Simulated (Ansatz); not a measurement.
# Mo: a relaxation

Wanted: a converged relaxation for Mo, and a check of what comes out.

Computed with Ansatz 0.2.0 (DFT, PBE, PAW with Ansatz's default frozen-core files, scalar-relativistic (as first typed), unless a step's input says otherwise).

## 1. Starting point

Symmetry: Im-3m, No. 229, cubic system. Conventional cell: a = 3.147 Å, b = 3.147 Å, c = 3.147 Å, α = 90.00°, β = 90.00°, γ = 90.00°. Around Mo (site symmetry m-3m) lie 8 Mo at 2.73 Å.

Structure file:

```
Mo
1.0
    -1.57342    1.57342    1.57342
     1.57342   -1.57342    1.57342
     1.57342    1.57342   -1.57342
Mo
1
Direct
  0.00000 0.00000 0.00000
```

## 2. The calculation

input.yaml

```yaml
crystal:
  lattice:
    - [-1.573415, 1.573415, 1.573415]
    - [1.573415, -1.573415, 1.573415]
    - [1.573415, 1.573415, -1.573415]
  atoms:
    - { symbol: Mo, position: [0.0, 0.0, 0.0] }
kpoints:
  mp_grid: { grid: [15, 15, 15] }
scf:
  occupations: { method: gaussian, width: 1.0 }
  max_iter: 75
hamiltonian:
  xc: pbe
  pseudopotentials: { kind: paw }
output:
  forces: true
  stress: true
  efg: { contact_densities: true }
relax:
  f_tol: 0.005
  max_steps: 80
  cell: {}
```

Command:

```bash
ansatz run input.yaml --threads 1 --pin off --max-ram 2048MiB --backend cpu --events-out ev --progress --plain --runs-dir out
```

**Question.** How will this run end, and is anything wrong with its input?

The program finished normally, with warnings (gradients without spin orbit). Convergence says nothing about whether the input makes sense.

In the input, scf.occupations.method is gaussian; scf.occupations.width is 1.0. A smearing of this width stands for electrons at many thousands of kelvin; it empties bonding states and fills antibonding ones.

Run again and compare: set scf.occupations.method to fermi_dirac and scf.occupations.width to 0.05.
